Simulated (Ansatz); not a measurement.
# BrClH4Si (built from SMILES Cl.[SiH3]Br): search for a transition state, part 2 of 2

Ansatz 0.2.0, Gaussian basis; PBE0-D4. Earlier steps stand in the parts before.

## 6. Checking the order of the point

vib/in.yaml

```yaml
crystal:
  periodic: [false, false, false]
  atoms:
    - {symbol: Si, position_ang: [-0.703103, -0.120160, -0.081227]}
    - {symbol: Br, position_ang: [1.601699, -1.344365, 0.114349]}
    - {symbol: H, position_ang: [-1.059276, -1.298258, -0.905186]}
    - {symbol: H, position_ang: [-0.989456, -0.261912, 1.356670]}
    - {symbol: H, position_ang: [-1.530697, 0.962187, -0.671297]}
    - {symbol: H, position_ang: [1.722722, 0.404221, 0.161926]}
    - {symbol: Cl, position_ang: [0.958011, 1.658386, 0.024866]}
basis:
  gaussian: {orbitals: def2-TZVP}
hamiltonian: {xc: pbe0, dispersion: d4}
phonons: {temperatures: {t_min: 298.15, t_max: 900, t_step: 200}}
```

On the command line:

```console
$ ansatz run in.yaml --threads 4 --pin off --events-out ev --progress --plain --max-ram 9574MiB
```

Standard output (excerpt; [...] marks lines left out):

```text
Functional definition: PBE0
  name "PBE0"
  cite "Adamo & Barone, J. Chem. Phys. 110, 6158 (1999) doi:10.1063/1.478522"
  cite "Perdew, Burke & Ernzerhof, Phys. Rev. Lett. 77, 3865 (1996) doi:10.1103/PhysRevLett.77.3865"
  parent pbe
[...]
1125 factors; their error is unknown
[...]
mean field -90496.51331541 eV, -3325.6855236014 hartree, gradient 1.8e-5 eV, S^2 0.000000; 0 other end points of the search recorded, 0 dependent functions left out
[...]
reference -90496.51334473 eV, -3325.6855246789 hartree; 35, 35 occupied and 111, 111 virtual orbitals, 1125 factors
[... from here to the last solve, the lines of the solves are left out (41 solves) ...]
1125 factors; their error is unknown
mean field -90496.51331327 eV, -3325.6855235227 hartree, gradient 2.1e-6 eV, S^2 0.000000; 0 other end points of the search recorded, 0 dependent functions left out
[...]
reference -90496.51334259 eV, -3325.6855246002 hartree; 35, 35 occupied and 111, 111 virtual orbitals, 1125 factors
WARN: phonons: modes at or below zero, which the zero-point energy, F, S and C_V leave out: 1, the lowest at -488.44 cm⁻¹. A minimum has none, and a first-order saddle one
Total energy: -90496.65869770 eV, -3325.6908663022 hartree
Atom 0 at    -0.703103    -0.120160    -0.081227 Å, force     0.000766    -0.000362    -0.002743 eV/Å
Atom 1 at     1.601699    -1.344365     0.114349 Å, force    -0.000284     0.000200     0.000029 eV/Å
Atom 2 at    -1.059276    -1.298258    -0.905186 Å, force    -0.000142     0.000929     0.001421 eV/Å
Atom 3 at    -0.989456    -0.261912     1.356670 Å, force     0.000009    -0.000736     0.001051 eV/Å
Atom 4 at    -1.530697     0.962187    -0.671297 Å, force    -0.000044     0.000245    -0.000037 eV/Å
Atom 5 at     1.722722     0.404221     0.161926 Å, force     0.001467    -0.002088     0.000672 eV/Å
Atom 6 at     0.958011     1.658386     0.024866 Å, force    -0.001772     0.001813    -0.000393 eV/Å
Dipole moment:    -0.213833     0.113571    -0.006384 e Å
Vibrations: -488.44 155.17 261.42 280.38 558.90 564.59 628.44 815.81 904.87 933.25 1078.89 1219.45 2215.17 2234.92 2299.51 cm⁻¹, zero-point energy 0.877235 eV
```

Wall time 66 s (4 threads of Arm Neoverse V1, shared host).

The modes, with what each moves most:

```
mode  wavenumber (cm⁻¹)                                                            character
   1               488i                                               changes Br2–H6, H6–Cl7
   2                155  not assigned (largely outside the bonds, angles and torsions drawn)
   3                261                                               Br–H stretch with bend
   4                280  not assigned (largely outside the bonds, angles and torsions drawn)
   5                559  not assigned (largely outside the bonds, angles and torsions drawn)
   6                565                                               Cl–H stretch with bend
   7                628  not assigned (largely outside the bonds, angles and torsions drawn)
   8                816  not assigned (largely outside the bonds, angles and torsions drawn)
   9                905                                                                 bend
  10                933                                                                 bend
  11               1079                                                                 bend
  12               1219                                                         Cl–H stretch
  13               2215                                                         Si–H stretch
  14               2235                                                         Si–H stretch
  15               2300                                                         Si–H stretch
```

Vibrational sums (real modes only):

| T (K) | entropy (J/mol/K) | heat capacity (J/mol/K) |
| --- | --- | --- |
| 298 | 32.6 | 44.5 |
| 498 | 61.3 | 67.4 |
| 698 | 86.5 | 81.6 |
| 898 | 108.3 | 90.9 |

## 7. Relaxing after a step of 0.30 Å one way along the mode

downa/in.yaml

```yaml
crystal:
  periodic: [false, false, false]
  atoms:
    - {symbol: Si, position_ang: [-0.732566, 0.095894, -0.104851]}
    - {symbol: Br, position_ang: [1.837808, -1.321746, 0.212076]}
    - {symbol: H, position_ang: [-0.880247, -1.158055, -0.937449]}
    - {symbol: H, position_ang: [-0.921048, -0.195156, 1.343240]}
    - {symbol: H, position_ang: [-1.749028, 1.016122, -0.635604]}
    - {symbol: H, position_ang: [1.685745, 0.106730, 0.150450]}
    - {symbol: Cl, position_ang: [0.759236, 1.456311, -0.027761]}
basis:
  gaussian: {orbitals: def2-TZVP}
hamiltonian: {xc: pbe0, dispersion: d4}
relax: {f_tol: 0.005, max_steps: 200}
```

On the command line:

```console
$ ansatz run in.yaml --threads 4 --pin off --events-out ev --progress --plain --max-ram 9574MiB
```

Standard output (excerpt; [...] marks lines left out):

```text
[... 5 set-up lines as earlier in the session ...]
[...]
1125 factors; their error is unknown
[...]
mean field -90496.81479194 eV, -3325.6966026597 hartree, gradient 3.2e-5 eV, S^2 0.000000; 0 other end points of the search recorded, 0 dependent functions left out
[...]
reference -90496.81482067 eV, -3325.6966037153 hartree; 35, 35 occupied and 111, 111 virtual orbitals, 1125 factors
relax step   1: F+E_penalty+E_count = -90496.96053149 eV  Δ(F+E_penalty+E_count) = +0.000e0 eV  max|allowed force component| = 2.807e0 eV/Å  Δτ_max = 0.0000 Å  (25 SCF iters, accepted)
[...]
reference -90497.97420662 eV, -3325.7392103633 hartree; 35, 35 occupied and 111, 111 virtual orbitals, 1125 factors
Total energy: -90498.09381969 eV, -3325.7436060626 hartree
Atom 0 at    -1.036366     0.302495    -0.138033 Å, force    -0.001214    -0.003138    -0.001651 eV/Å
Atom 1 at     2.496110    -1.650281     0.553251 Å, force    -0.000721     0.001601    -0.000416 eV/Å
Atom 2 at    -0.878755    -0.791099    -1.121016 Å, force     0.000102     0.001452     0.001102 eV/Å
Atom 3 at    -1.034840    -0.218535     1.245876 Å, force     0.000511     0.000041     0.000585 eV/Å
Atom 4 at    -2.261087     1.087654    -0.408728 Å, force     0.000147     0.000749    -0.000024 eV/Å
Atom 5 at     2.139716    -0.311480     0.209938 Å, force     0.000739    -0.001649     0.000545 eV/Å
Atom 6 at     0.575121     1.581346    -0.341187 Å, force     0.000436     0.000944    -0.000142 eV/Å
Dipole moment:    -0.352979     0.055069    -0.035673 e Å
```

Run time: 37 s. Hardware: 4 threads of Arm Neoverse V1, shared host.

The steps of the relaxation:

| step | energy from step 1 (eV) | largest force component (eV/Å) |
| --- | --- | --- |
| 1 | 0.0000 | 2.8068 |
| 2 | -0.6354 | 0.9751 |
| 3 | -0.9243 | 1.1526 |
| 4 | -1.0611 | 0.8690 |
| 5 | -1.1251 | 0.2329 |
| 6 | -1.1319 | 0.0786 |
| 7 | -1.1323 | 0.0198 |
| 8 | -1.1324 | 0.0046 |
| 9 | -1.1325 | 0.0133 |
| 10 | -1.1325 | 0.0150 |
| 11 | -1.1328 | 0.0163 |
| 12 | -1.1329 | 0.0198 |
| 13 | -1.1330 | 0.0194 |
| 14 | -1.1331 | 0.0198 |
| 15 | -1.1332 | 0.0224 |
| 16 | -1.1332 | 0.0143 |
| 17 | -1.1333 | 0.0056 |
| 18 | -1.1333 | 0.0031 |

Distances of close pairs at the start and the end, largest changes first:

```csv
bond,before (Å),after (Å),change (Å)
Si1–Cl7,2.020,2.067,+0.047
Si1–H3,1.512,1.479,-0.034
Br2–H6,1.438,1.427,-0.011
Si1–H4,1.489,1.479,-0.010
Si1–H5,1.470,1.480,+0.009
```

## 8. Relaxing after a step of 0.30 Å the other way along the mode

downb/in.yaml

```yaml
crystal:
  periodic: [false, false, false]
  atoms:
    - {symbol: Si, position_ang: [-0.673640, -0.336213, -0.057604]}
    - {symbol: Br, position_ang: [1.365590, -1.366984, 0.016623]}
    - {symbol: H, position_ang: [-1.238305, -1.438460, -0.872923]}
    - {symbol: H, position_ang: [-1.057865, -0.328668, 1.370100]}
    - {symbol: H, position_ang: [-1.312365, 0.908251, -0.706990]}
    - {symbol: H, position_ang: [1.759699, 0.701713, 0.173402]}
    - {symbol: Cl, position_ang: [1.156786, 1.860462, 0.077493]}
basis:
  gaussian: {orbitals: def2-TZVP}
hamiltonian: {xc: pbe0, dispersion: d4}
relax: {f_tol: 0.005, max_steps: 200}
```

On the command line:

```console
$ ansatz run in.yaml --threads 4 --pin off --events-out ev --progress --plain --max-ram 9574MiB
```

Standard output (excerpt; [...] marks lines left out):

```text
[... 5 set-up lines as earlier in the session ...]
[...]
1125 factors; their error is unknown
[...]
mean field -90497.07902090 eV, -3325.7063128949 hartree, gradient 4.9e-6 eV, S^2 0.000000; 0 other end points of the search recorded, 0 dependent functions left out
[...]
reference -90497.07904984 eV, -3325.7063139582 hartree; 35, 35 occupied and 111, 111 virtual orbitals, 1125 factors
relax step   1: F+E_penalty+E_count = -90497.22059467 eV  Δ(F+E_penalty+E_count) = +0.000e0 eV  max|allowed force component| = 1.249e0 eV/Å  Δτ_max = 0.0000 Å  (26 SCF iters, accepted)
[...]
reference -90497.97566175 eV, -3325.7392638383 hartree; 35, 35 occupied and 111, 111 virtual orbitals, 1125 factors
Total energy: -90498.09834611 eV, -3325.7437724055 hartree
Atom 0 at    -0.865370    -0.625122    -0.152283 Å, force     0.004223    -0.001010     0.001077 eV/Å
Atom 1 at     1.245325    -1.321836    -0.387784 Å, force    -0.002151     0.000568    -0.000357 eV/Å
Atom 2 at    -1.741515    -1.778941    -0.451935 Å, force    -0.001470    -0.002556    -0.000969 eV/Å
Atom 3 at    -1.037297    -0.171023     1.243926 Å, force    -0.000679     0.001015     0.002239 eV/Å
Atom 4 at    -1.086391     0.478132    -1.110962 Å, force    -0.000275     0.001852    -0.002085 eV/Å
Atom 5 at     1.846770     1.096950     0.260003 Å, force    -0.000476     0.004897     0.001346 eV/Å
Atom 6 at     1.638378     2.321940     0.599136 Å, force     0.000828    -0.004766    -0.001252 eV/Å
Dipole moment:    -0.307147    -0.238590    -0.058709 e Å
```

Run time: 44 s. Hardware: 4 threads of Arm Neoverse V1, shared host.

Step by step: (the energy doesn't fall at every step)

| step | energy from step 1 (eV) | largest force component (eV/Å) |
| --- | --- | --- |
| 1 | 0.0000 | 1.2492 |
| 2 | -0.4200 | 0.6592 |
| 3 | -0.7032 | 0.8053 |
| 4 | -0.8095 | 1.0837 |
| 5 | -0.8499 | 1.1401 |
| 6 | -0.8663 | 0.2802 |
| 7 | -0.8161 | 1.2529 |
| 8 | -0.8738 | 0.0384 |
| 9 | -0.8744 | 0.0201 |
| 10 | -0.8752 | 0.0326 |
| 11 | -0.8756 | 0.0033 |
| 12 | -0.8758 | 0.1145 |
| 13 | -0.8763 | 0.0505 |
| 14 | -0.8766 | 0.0631 |
| 15 | -0.8770 | 0.0521 |
| 16 | -0.8730 | 0.2946 |
| 17 | -0.8774 | 0.0306 |
| 18 | -0.8774 | 0.0894 |
| 19 | -0.8776 | 0.0155 |
| 20 | -0.8777 | 0.0009 |
| 21 | -0.8777 | 0.0050 |
| 22 | -0.8777 | 0.0049 |

Close pairs (by a distance rule), those that changed most:

| bond | before (Å) | after (Å) | change (Å) |
| --- | --- | --- | --- |
| Si1–H5 | 1.542 | 1.478 | -0.064 |
| Si1–Br2 | 2.286 | 2.235 | -0.051 |
| H6–Cl7 | 1.310 | 1.288 | -0.022 |
| Si1–H3 | 1.483 | 1.479 | -0.003 |
| Si1–H4 | 1.479 | 1.478 | -0.000 |

## 9. The three structures

```csv
pair,start side (Å),saddle (Å),end side (Å)
Si1–Cl7,3.939,2.436,2.067
Br2–H6,2.575,1.753,1.427
Si1–Br2,2.235,2.617,4.095
H6–Cl7,1.288,1.475,2.517
```

## 10. Summary of results

The summary covers parts 1 to 2.

| quantity | value |
| --- | --- |
| imaginary mode | 488i cm⁻¹ |
| barrier from the start side | 138.9 kJ/mol |
| barrier from the end side | 138.5 kJ/mol |
| energy of the step | +0.4 kJ/mol |
| pairs that change | Si1–Cl7 formed, Br2–H6 formed, Si1–Br2 broken, H6–Cl7 broken |
| zero-point energy at the saddle | 0.877 eV |

In words: One imaginary mode, 488i cm⁻¹, makes this a first-order saddle. It joins the planned start and end. At PBE0-D4/def2-TZVP the electronic barrier is 138.9 kJ/mol, about 56 kT at 298 K, and the step runs 0.4 kJ/mol uphill. These are plain relaxations, not an intrinsic reaction coordinate. The ends are the nearest minima, not always the lowest complexes.
